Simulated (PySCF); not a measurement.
**AuH2: relaxation and vibrations of the doublet**

The task is one start of a wider search on AuH2: the doublet, from a PBE0 minimum start. It is relaxed, tested by its Hessian and followed downhill if it is a saddle.

Method: PBE0, basis Au def2-TZVP with ECP60, H def2-TZVP, scalar-relativistic core potentials, no spin–orbit coupling, density fitting; program: PySCF 2.14.0.

### 1 The system as given

3 atoms, charge 0, spin multiplicity 2.

Bond lengths: Au1–H2 1.608 Å, Au1–H3 1.608 Å. Angles: H2–Au1–H3 127.9°.

Z-matrix (Å, degrees; charge 0 multiplicity 2):
```
Au
H  1 1.6082
H  1 1.6082 2 127.89
```

### 2 The SCF at the typed geometry

The steps below are one call of a driver around PySCF. For each, scf.py gives the equivalent set-up of the SCF; relaxations use the driver's own optimiser. After this first run the driver tries any further starts and a stability analysis.

scf.py reads:

```python
from pyscf import gto, scf, dft
mol = gto.M(atom='''
Au    -0.000600    -0.007131     0.000000
H      0.058611     0.696808     1.444784
H      0.058611     0.696808    -1.444784''',
    basis={'Au': 'def2-TZVP', 'H': 'def2-TZVP'},
    ecp={'Au': 'def2-TZVP'},
    charge=0, spin=1)
mf = dft.UKS(mol, xc='PBE0')
mf.grids.atom_grid = (50, 194)
aux = {'Au': 'def2-universal-JKFIT', 'H': 'def2-universal-JKFIT'}
mf = mf.density_fit(auxbasis=aux)
mf.conv_tol = 1e-08
mf.diis_space = 10
mf.max_cycle = 60
mf.init_guess = 'minao'
mf.verbose = 4
mf.kernel()
```

Started as:

```bash
$ OMP_NUM_THREADS=2 python axn.py task.json out
```

The runs that follow: PBE0 minimum start, doublet: relaxation; Vibrations and properties at this point.

What does the calculation give? Wanted: minimum; geometry; wavenumbers; dipole moment; highest occupied, lowest empty level; polar-tensor charge of Au1; zero-point energy; atomisation energy; ⟨S²⟩.

**Answer**, as computed:

```
                                          quantity                             value
                                           minimum                      doublet, C2v
                                          geometry  Au–H 1.608 Å (×2); H–Au–H 127.9°
                                wavenumbers (cm⁻¹)    672 (a1), 1793 (b2), 2048 (a1)
                                     dipole moment                            0.94 D
highest occupied, lowest empty level (either spin)                   -7.03, -3.89 eV
                        polar-tensor charge of Au1                           +0.24 e
                                 zero-point energy                       27.0 kJ/mol
                               entropy at 298.15 K                   237.6 J/(mol K)
         atomisation energy (no zero-point energy)                        411 kJ/mol
                                              ⟨S²⟩                             0.756
```

In words: The PBE0 minimum start keeps its C2v symmetry and ends in a minimum. The strongest infrared band lies at 672 cm⁻¹ (a1, bend). Other starts or spin states, not run here, may lie lower. One determinant may miss the lowest occupation of an open d or f shell. Spin–orbit coupling, left out here, can matter for elements this heavy.
